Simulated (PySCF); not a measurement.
# Nd2S3 (Nd2(S)3): the cost of one run

Program: PySCF 2.14.0. Level of theory: B3LYP, Nd lcecp-1-SVP with ECP49, S def2-SVP; scalar-relativistic core potentials, no spin–orbit coupling. These are calculated values, not measurements.

4 further runs of the same task are left out: 2 for a known fault of the program, 2 that didn't finish.

### 1 The system as given

5 atoms, charge 0, spin multiplicity 1.

Bond lengths: Nd1–Nd2 3.418 Å, Nd1–S3 2.513 Å, Nd1–S4 2.513 Å, Nd1–S5 2.513 Å, Nd2–S3 2.513 Å, Nd2–S4 2.513 Å, Nd2–S5 2.513 Å. Angles: Nd2–Nd1–S3 47.2°, Nd2–Nd1–S4 47.2°, Nd2–Nd1–S5 47.2°, S3–Nd1–S4 78.8°, S3–Nd1–S5 78.8°, S4–Nd1–S5 78.8°, Nd1–Nd2–S3 47.2°, Nd1–Nd2–S4 47.2°, Nd1–Nd2–S5 47.2°, S3–Nd2–S4 78.8°, S3–Nd2–S5 78.8°, S4–Nd2–S5 78.8°, Nd1–S3–Nd2 85.7°, Nd1–S4–Nd2 85.7°, Nd1–S5–Nd2 85.7°.

Geometry (Å):

```
atom     x (Å)     y (Å)     z (Å)
 Nd1   0.00000   0.00000   1.70910
 Nd2   0.00000   0.00000  -1.70910
  S3   1.84280   0.00000   0.00000
  S4  -0.92140   1.59590   0.00000
  S5  -0.92140  -1.59590   0.00000
```

Formal oxidation states: Nd +3. Each metal's 3 4f electrons lie in its core potential, so multiplicities, spins and levels count the valence alone.

### 2 SCF at the start, singlet

run.py (the lines that set the calculation)

```python
mol = gto.M(atom='''
Nd     0.00000     0.00000     1.70910
Nd     0.00000     0.00000    -1.70910
S      1.84280     0.00000     0.00000
S     -0.92140     1.59590     0.00000
S     -0.92140    -1.59590     0.00000''',
    basis={'Nd': 'lcecp-1-SVP', 'S': 'def2-SVP'},
    ecp={'Nd': 'lcecp-1-SVP'},
    charge=0, spin=0)
mf = dft.RKS(mol, xc='B3LYP')
mf.grids.atom_grid = (50, 194)  # f atoms: unpruned, at least (60, 302)
mf = mf.density_fit()  # fitting sets: Nd AutoAux, S def2-universal-JKFIT
mf.conv_tol = 1e-08; mf.max_cycle = 55
mf.kernel(dm0)  # dm0: free metal ions and neutral atoms
```

The run is started by

```console
$ OMP_NUM_THREADS=2 python run.py
```

Q: Estimate wall time and peak memory on 2 threads of Arm Neoverse V2, shared host.

About 4 s, with a peak of 0.6 GiB.
